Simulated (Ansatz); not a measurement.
From input file to script: NbH, space group Cmme in Ansatz 0.2.0.

```yaml
crystal:
  lattice:
    - [1.845367, -2.393201, 0.0]
    - [1.845367, 2.393201, 0.0]
    - [0.0, 0.0, 4.804229]
  atoms:
    - { symbol: Nb, position: [0.75, 0.25, 0.268839] }
    - { symbol: Nb, position: [0.25, 0.75, 0.731161] }
    - { symbol: H, position: [0.25, 0.25, 0.0] }
    - { symbol: H, position: [0.75, 0.75, 0.0] }
kpoints:
  mp_grid: { kspacing: 0.3 }
hamiltonian:
  xc: lda
scf:
  occupations: { method: gaussian, width: 0.15 }
basis:
  ecutwfc: 470
output:
  forces: true
  stress: true
  eigenvalues: true
```

On the command line:
```console
$ ansatz run input.yaml --threads 1 --pin off --max-ram 3072MiB --backend cpu --events-out ev --progress --plain --runs-dir out
Engine: ansatz 0.2.0, aarch64-unknown-linux-gnu
Pseudopotentials: kind: paw
Pseudopotential: Nb, paw, valence charge 13, recommended cutoff 420 eV (normal), Nb.paw.azcp
Pseudopotential: H, paw, valence charge 1, recommended cutoff 420 eV (normal), H.paw.azcp
Functional definition: SPW92
  exchange = slater_x
  correlation = pw_c
Crystal: 4 atoms, lattice volume = 42.434 Å³
Basis set: ecut = 470 eV, 983 PW (Γ)
Bands: 18, of which v1, the nominal top of the filled ones, is band 14 counted from 1 (13 counted from 0)
Symmetry: 8 space group operations
Space group: Cmme (ITA 67), of the structure as read, at distance tolerance 3.5e-5 Å
k-points: 63 of 320
Non-local potential: Nb, projectors of the file, l = 0: 3, l = 1: 2, l = 2: 2, l = 3: 1
Non-local potential: H, projectors of the file, l = 0: 2, l = 1: 1
PAW form: soft (Blöchl's): semilocal exchange-correlation on the pseudo side does not see the compensation charge
PAW frozen core: Nb, regenerated for the run's functional, and the local potential with it (the file was generated under x = pbe(κ = 0.804, μ = 0.2195149727645171), c = pbe(β = 0.06672455060314922))
PAW one-centre angular grid: Nb, 590 points (default); XC on 64 Gauss nodes
PAW one-centre angular grid: H, 110 points (default); XC on 64 Gauss nodes
Initial density: superposition of atomic densities (neutral atoms: chi_scale 0, normalization atom), corrected by the library's trained network
Initial wavefunctions: pseudopotential atomic-orbital guess
Functional: x = slater, c = lda
SCF iter   1: F=—  HF=-8917.274195 eV  |F-HF|=—  |Δ(HF+E_count)|=         —  Δρ=8.54e-3  dr2=1.32e-2  ethr=1.77e-3  ⟨swp⟩=5.1  Hψ=4990  notcnv=0
preconditioner: auto → Kerker (q_TF=auto, 2.546 Å⁻¹)  [metal: Δε(μ)=0.038 eV  Ē_g=5.160 eV  σ=0.150 eV  W_gap=0.14  n_scr=14 (ndim 8)  ℏωp=19.7 eV  f_vac=0.000  D(μ)=0.77/eV (n_scr^D=2)]
SCF iter   2: F=—  HF=-8917.272184 eV  |F-HF|=—  |Δ(HF+E_count)|=   2.01e-3  Δρ=4.82e-3  dr2=5.15e-3  ethr=4.70e-5  ⟨swp⟩=1.6  Hψ=1727  notcnv=0
SCF iter   3: F=—  HF=-8917.270764 eV  |F-HF|=—  |Δ(HF+E_count)|=   1.42e-3  Δρ=4.04e-4  dr2=1.24e-4  ethr=1.84e-5  ⟨swp⟩=2.1  Hψ=1444  notcnv=0
SCF iter   4: F=—  HF=-8917.270735 eV  |F-HF|=—  |Δ(HF+E_count)|=   2.90e-5  Δρ=1.04e-4  dr2=9.68e-6  ethr=4.42e-7  ⟨swp⟩=2.1  Hψ=1548  notcnv=0
SCF iter   5: F=—  HF=-8917.270732 eV  |F-HF|=—  |Δ(HF+E_count)|=   3.18e-6  Δρ=2.99e-5  dr2=5.88e-7  ethr=3.46e-8  ⟨swp⟩=2.3  Hψ=1528  notcnv=0
SCF iter   6: F=-8917.270732 eV  HF=-8917.270732 eV  |F-HF|=3.91e-9  |Δ(HF+E_count)|=   1.53e-7  Δρ=5.15e-6  dr2=1.02e-8  ethr=3.57e-10  ⟨swp⟩=5.2  Hψ=4672  notcnv=0
SCF 1 converged in 6 iterations: F = -8917.270732 eV  dr2 = 1.02e-8
  greatest PAW one-centre occupation: 0.997 electrons in one spin orbital (limit 2), on the Nb atom at site 1 (counted from 0), in its partial waves of l = 0
SCF converged after 6 iterations
Free energy (F): -8917.270732 eV
Harris-Foulkes:  -8917.270732 eV  (|F-HF|=3.91e-9)
Internal energy: -8917.262097 eV  (E = F + TS)
E sigma→0 (E₀):  -8917.266414 eV
Entropy (-TS):   -0.008634 eV (-2.159 meV/atom)
Fermi energy:    15.780482 eV
--- Per-component energies (eV) ---
  E_band       = -191.112610
  E_kinetic    = 815.478436
  E_local      = -1523.938704  (includes V_loc(G=0)·N_el)
  E_nonlocal   = 249.697440
  E_hartree    = 469.188789
  E_xc         = -366.732218
  E_vxc        = -448.604297  (∫ρ·V_xc dr)
  E_paw        = -5930.530265  (= ΣΔE_a)
  E_vpaw       = -222.121230  (= ΣTr[D̂ρ^β])
  E_aug_tail   = -0.001304  (compensation charges beyond the density's cutoff)
  E_ewald      = -2631.275660
  E_core_change = 0.851389  (= ΣΔE_core)
  E_smearing   = -0.008634  (= −TS)
  E_closure    = -0.000000  (closes the sum)
  Σ components = -8917.270732   (vs F -8917.270732, Δ=0.00e0)
--- Forces (eV/Å), atoms counted from 1 ---
  atom   1  Nb     0.00000000     0.00000000    -0.07215937
  atom   2  Nb     0.00000000     0.00000000     0.07215937
  atom   3  H      0.00000000     0.00000000     0.00000000
  atom   4  H      0.00000000     0.00000000     0.00000000
  max |Σ_I F_I| component: 0.00e0 eV/Å
--- Stress (GPa, compression-positive) ---
      -10.549904       0.000000       0.000000
        0.000000      -9.392160       0.000000
        0.000000       0.000000     -10.242686
  P = ⅓ Tr σ = -10.0616 GPa (-100.616 kbar)
--- Band table (eV; the first three rows and the last of 63) ---
  k-point 0: bands = ["-39.2229", "-39.0654", "-15.7965", "-15.1839", "-14.9136", "-14.8829", "-14.8576", "-14.8381", "6.0900", "11.1924", "11.7151", "14.2940", "14.9338", "15.0135", "16.1561", "16.7764", "18.3825", "18.3878"]
  k-point 1: bands = ["-39.2109", "-39.0778", "-15.7176", "-15.1590", "-14.9724", "-14.9087", "-14.8645", "-14.8624", "6.3096", "11.3332", "11.6591", "13.9207", "14.5438", "15.2669", "16.1457", "16.8502", "18.0533", "18.1207"]
  k-point 2: bands = ["-39.1842", "-39.1050", "-15.5158", "-15.1914", "-15.1047", "-14.9214", "-14.8972", "-14.8739", "6.7270", "11.3330", "11.6331", "13.6750", "13.8229", "15.9678", "16.2143", "17.0727", "17.6235", "17.7773"]
  k-point 62: bands = ["-39.0563", "-39.0036", "-15.6413", "-15.5115", "-15.4708", "-15.3031", "-15.2716", "-15.0841", "8.2543", "11.4185", "12.5932", "12.6217", "13.7868", "15.1984", "16.1385", "16.9582", "19.8944", "20.1609"]
```

Script `nbh.py`:
```python
# -*- coding: utf-8 -*-
import warnings

import ansatz as az

warnings.simplefilter("ignore", az.DeckWarning)

inputs = {
    "crystal": {
        "lattice": [
            [1.845367, -2.393201, 0.0],
            [1.845367, 2.393201, 0.0],
            [0.0, 0.0, 4.804229],
        ],
        "atoms": [
            {"symbol": "Nb", "position": [0.75, 0.25, 0.268839]},
            {"symbol": "Nb", "position": [0.25, 0.75, 0.731161]},
            {"symbol": "H", "position": [0.25, 0.25, 0.0]},
            {"symbol": "H", "position": [0.75, 0.75, 0.0]},
        ],
    },
    "kpoints": {"mp_grid": {"kspacing": 0.3}},
    "hamiltonian": {"xc": "lda"},
    "scf": {"occupations": {"method": "gaussian", "width": 0.15}},
    "basis": {"ecutwfc": 470},
    "output": {"forces": True, "stress": True, "eigenvalues": True},
}

out = az.Session.from_dict(inputs).plan(threads=1).execute()
report = out.report

energy = report["free_energy_ev"]
print("NbH: {:.6f} eV = {:.6f} Ry = {:.6f} Ha".format(energy, energy / 13.605693, energy / 27.211386))
print("Fermi level {:.4f} eV, {} k-points, {} symmetry operations".format(report["fermi_energy_ev"], report["n_kpoints"], report["n_symmetry_ops"]))

gap = None if "band_edges_ev" not in report else report["band_edges_ev"][1] - report["band_edges_ev"][0]
print("gap on the k mesh:", "withheld (metal, or smearing too wide to tell)" if gap is None else f"{gap:.3f} eV")
print("lowest empty less highest filled band, by band count:", round(report["gap_by_band_count_ev"], 3), "eV")
```

```console
$ python nbh.py
NbH: -8917.270732 eV = -655.407316 Ry = -327.703658 Ha
Fermi level 15.7805 eV, 63 k-points, 8 symmetry operations
gap on the k mesh: withheld (metal, or smearing too wide to tell)
lowest empty less highest filled band, by band count: -2.661 eV
```

Caveats:
- Total energies depend on the potentials; only differences at equal settings carry meaning. A total without «per atom» is that of the cell as typed.
- The run is spin-unpolarised.
- The zero of the levels is a convention of the potentials, so an absolute Fermi energy is no work function.
- A gap by band count of zero or less means overlapping bands, a metal.
- At these settings the cell as given stands under about -10 GPa, so it isn't at this functional's equilibrium volume.
- The structure comes from a database of computed cells and needn't be a stable or known phase.
- Levels are Kohn-Sham eigenvalues on this mesh, without spin-orbit coupling.
- Hardware and time: 2.7 s on 1 thread of Arm Neoverse V2, with other jobs on the host, peak memory 0.36 GiB.

(A comment or docstring line of the script was reworded after the run, the code is as it ran; lines on the test bed's own set-up are left out of the output.)
